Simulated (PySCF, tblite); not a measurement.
# C6H8FN− (doublet): geometry, infrared bands and EPR parameters

Aim: predict the infrared bands and EPR parameters of C6H8FN− (doublet) (`C[C@H]1CC=C(F)[C]1[NH-]`).

The runs use tblite 0.8.0 and PySCF 2.14.0, with density-fitted response routines of our own; the level of theory stands in each step. All values are computed, except where a source is named. Atoms are numbered from 0 throughout.

### Step 1. The molecule as given

16 atoms, charge -1, multiplicity 2; geometry from: force field or distance geometry start.

Bonds of the start (Å): C0–C1 1.53, C1–C2 1.49, C2–C3 1.48, C3–C4 1.33, C4–F5 1.35, C4–C6 1.51, C6–N7 1.43, C6–C1 1.52, C0–H8 1.13, C0–H9 1.11, C0–H10 1.11, C1–H11 1.09, C2–H12 1.10, C2–H13 1.11, C3–H14 1.11, N7–H15 1.05.

### Step 2. Geometry optimisation with GFN2-xTB

The job: settings as JSON, then the geometry in Å.

```
{"job": {"kind": "relax", "xc": "GFN2-xTB", "basis": "xTB"}, "charge": -1, "multiplicity": 2}
C     -1.214600    -1.253100    -0.115600
C     -0.395100    -0.168200    -0.809500
C     -0.663900     1.112000    -0.088100
C      0.140800     0.995400     1.151500
C      1.123600     0.114000     1.001900
F      2.067700    -0.275100     1.884600
C      1.050300    -0.418800    -0.407100
N      1.998400     0.228700    -1.267100
H     -0.592500    -2.188800    -0.030100
H     -1.512000    -0.908900     0.893000
H     -2.157700    -1.447400    -0.672600
H     -0.568200    -0.173800    -1.883400
H     -0.340400     1.978300    -0.691000
H     -1.725900     1.215500     0.219400
H     -0.081400     1.568300     2.078800
H      2.863300    -0.369100    -1.276100
```

The run is started by

```bash
> OMP_NUM_THREADS=1 python probes_run.py task.json out
```

This one command runs all jobs of the session in turn.

**Question.** This job is followed by: GFN2-xTB harmonic vibrations, gas phase; UKS B3LYP, pcH-1 on C F H N, non-relativistic, mean-field spin-orbit, GIAO. Predict these results of the whole session: strongest single infrared mode (GFN2-xTB); zero-point energy (GFN2-xTB); g(iso) (B3LYP); ⟨S²⟩; largest a(iso) (averaged by class).

**Answer**, as computed:

| quantity | value |
| --- | --- |
| strongest single infrared mode (GFN2-xTB) | 2827 cm⁻¹, 206 km/mol |
| zero-point energy (GFN2-xTB) | 77.5 kcal/mol |
| g(iso) (B3LYP) | 2.00302 |
| ⟨S²⟩ | 0.759 (exact 0.75) |
| largest a(iso) (averaged by class) | 1H on H12, 45.8 MHz |

**Reading.** Relaxing lowered the energy by 2.116 eV in 87 steps; the close pair that moved most is C4–C6, from 1.508 to 1.396 Å. All 42 modes are real, so the xTB geometry is a minimum. The strongest single mode, at 2827 cm⁻¹, moves mainly H13. GFN2-xTB is a fitted tight-binding method: band positions and strengths are rough. Its intensities can rank the bands wrongly. The largest share of the spin, 0.51 e, sits on C3. The isotropic g lies 0.7 ppt above the free-electron value.
